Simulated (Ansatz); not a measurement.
# F2GeH4OSi: how energies converge with the basis set

An exercise on one series of results from a longer session: the logs are not shown, and one member is left open.

Program: Ansatz 0.2.0, Gaussian basis. Level of theory: one geometry, several basis sets. These are calculated values, not measurements.

Plan: PBE0-D4/def2-SVP; ωB97M-V/def2-SVP; PBE0-D4/def2-QZVPP; ωB97M-V/def2-QZVPP; the functionals' def2-TZVPP values are taken from earlier runs.

1 further run of the same task is left out (it didn't finish).

### The relaxed structure

The geometry comes from an earlier relaxation with PBE0-D4 in a triple-zeta def2 set; it is a stationary point, not always the lowest conformer.

SMILES `[F][GeH]([F])[O][SiH3]`, 9 atoms, charge 0, spin multiplicity 1.

Atoms are counted from 1 here; the program's logs count them from 0.

Bond lengths: F1–Ge2 1.717 Å, Ge2–F3 1.718 Å, Ge2–O4 1.730 Å, Ge2–H6 1.517 Å, O4–Si5 1.652 Å, Si5–H7 1.485 Å, Si5–H8 1.483 Å, Si5–H9 1.483 Å. Angles: F1–Ge2–F3 104.7°, F1–Ge2–O4 108.4°, F1–Ge2–H6 111.1°, F3–Ge2–O4 108.3°, F3–Ge2–H6 111.3°, O4–Ge2–H6 112.7°, Ge2–O4–Si5 137.1°, O4–Si5–H7 110.5°, O4–Si5–H8 107.9°, O4–Si5–H9 108.9°, H7–Si5–H8 110.0°, H7–Si5–H9 109.7°, H8–Si5–H9 109.8°.

Set-up of the first run:

in.yaml

```yaml
crystal:
  periodic: [false, false, false]
  atoms:
    - {symbol: F, position_ang: [1.781724, -1.296709, -1.079123]}
    - {symbol: Ge, position_ang: [1.497939, -0.386371, 0.349209]}
    - {symbol: F, position_ang: [2.068375, 1.191904, -0.019415]}
    - {symbol: O, position_ang: [-0.209627, -0.300153, 0.610195]}
    - {symbol: Si, position_ang: [-1.527291, 0.301746, -0.184112]}
    - {symbol: H, position_ang: [2.241763, -0.978120, 1.531401]}
    - {symbol: H, position_ang: [-1.172480, 0.663432, -1.579573]}
    - {symbol: H, position_ang: [-2.577051, -0.745071, -0.182214]}
    - {symbol: H, position_ang: [-2.014752, 1.503042, 0.536532]}
basis:
  gaussian: {orbitals: def2-SVP}
hamiltonian: {xc: pbe0, dispersion: d4}
output: {orbitals: {seedname: orbitals}}
```

Run with:

```
$ ansatz run in.yaml --threads 2 --pin off --events-out ev --progress --plain --max-ram 32768MiB --backend cpu
```

Among the steps run: PBE0-D4 in def2-SVP; ωB97M-V in def2-SVP; PBE0-D4 in def2-QZVPP; ωB97M-V in def2-QZVPP.

One of the session's tables, all rows but one given; the rest of the session is left out.

```
functional       basis  HOMO (eV)  LUMO (eV)
   PBE0-D4    def2-SVP          ?          ?
   PBE0-D4  def2-TZVPP      -9.25      -0.48
   PBE0-D4  def2-QZVPP      -9.27      -0.59
   ωB97M-V    def2-SVP     -11.44       1.85
   ωB97M-V  def2-TZVPP     -11.55       1.35
   ωB97M-V  def2-QZVPP     -11.57       1.11
```

**Question.** Estimate the row for PBE0-D4, def2-SVP.

The run gave: HOMO (eV): -9.18; LUMO (eV): -0.17. In the column «HOMO (eV)» it is the highest.
